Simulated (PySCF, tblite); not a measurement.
# C₅H₆F₃N+ (doublet): geometry, infrared bands and EPR parameters

Wanted: the infrared bands and EPR parameters of C₅H₆F₃N+ (doublet) (`FC(F)(F)[C@H]1C=CC[NH+]1`), by calculation.

The runs use tblite 0.8.0 and PySCF 2.14.0, with density-fitted response routines of our own; the level of theory stands in each step. All values are computed, except where a source is named. Atoms are numbered from 0 throughout.

**1. The starting structure**

15 atoms, charge 1, multiplicity 2; geometry from: force field or distance geometry start.

Bonds of the start (Å): F0–C1 1.36, C1–F2 1.35, C1–F3 1.35, C1–C4 1.54, C4–C5 1.50, C5–C6 1.33, C6–C7 1.49, C7–N8 1.47, N8–C4 1.50, C4–H9 1.10, C5–H10 1.08, C6–H11 1.09, C7–H12 1.10, C7–H13 1.09, N8–H14 1.02.

**2. Geometry optimisation with GFN2-xTB**

What the job is given:

```
{"job": {"kind": "relax", "xc": "GFN2-xTB", "basis": "xTB"}, "charge": 1, "multiplicity": 2}
F      1.786700    -0.378600     1.587500
C      1.922300     0.150100     0.337300
F      2.564800     1.333400     0.488700
F      2.755400    -0.661300    -0.355000
C      0.557900     0.311300    -0.362300
C     -0.141300    -0.990100    -0.633600
C     -1.410000    -0.934900    -0.248100
C     -1.731300     0.396900     0.326500
N     -0.462900     1.135400     0.360700
H      0.743300     0.799400    -1.329600
H      0.336300    -1.843000    -1.099600
H     -2.130400    -1.744200    -0.343800
H     -2.466500     0.916600    -0.300200
H     -2.150900     0.297600     1.327000
H     -0.177800     1.219500     1.337700
```

On the command line:

```sh
OMP_NUM_THREADS=1 python probes_run.py task.json out
```

One launch serves the whole session: the jobs run in the order shown.

**Question.** This job is followed by: GFN2-xTB harmonic vibrations, gas phase; UKS B3LYP, pcH-1 on C F H N, non-relativistic, mean-field spin-orbit, GIAO. Predict these results of the whole session: strongest single infrared mode (GFN2-xTB); zero-point energy (GFN2-xTB); g(iso) (B3LYP); ⟨S²⟩; largest a(iso) (averaged by class).

As calculated:

| quantity | value |
| --- | --- |
| strongest single infrared mode (GFN2-xTB) | 1150 cm⁻¹, 208 km/mol |
| zero-point energy (GFN2-xTB) | 64.5 kcal/mol |
| g(iso) (B3LYP) | 2.00404 |
| ⟨S²⟩ | 0.755 (exact 0.75) |
| largest a(iso) (averaged by class) | 1H on H13, 246.2 MHz |

In words: Relaxing lowered the energy by 0.684 eV in 54 steps; the close pair that moved most is C4–N8, from 1.498 to 1.412 Å. No mode is imaginary among the 39: a minimum at this level. The strongest single mode, at 1150 cm⁻¹, moves mainly C1. GFN2-xTB is a fitted tight-binding method: band positions and strengths are rough. Its intensities can rank the bands wrongly. Most of the unpaired spin sits on N8 (0.61 e). The isotropic g lies 1.7 ppt above the free-electron value. The conformer search found further structures of the same energy, which may be mirror or relabelled copies of this one.
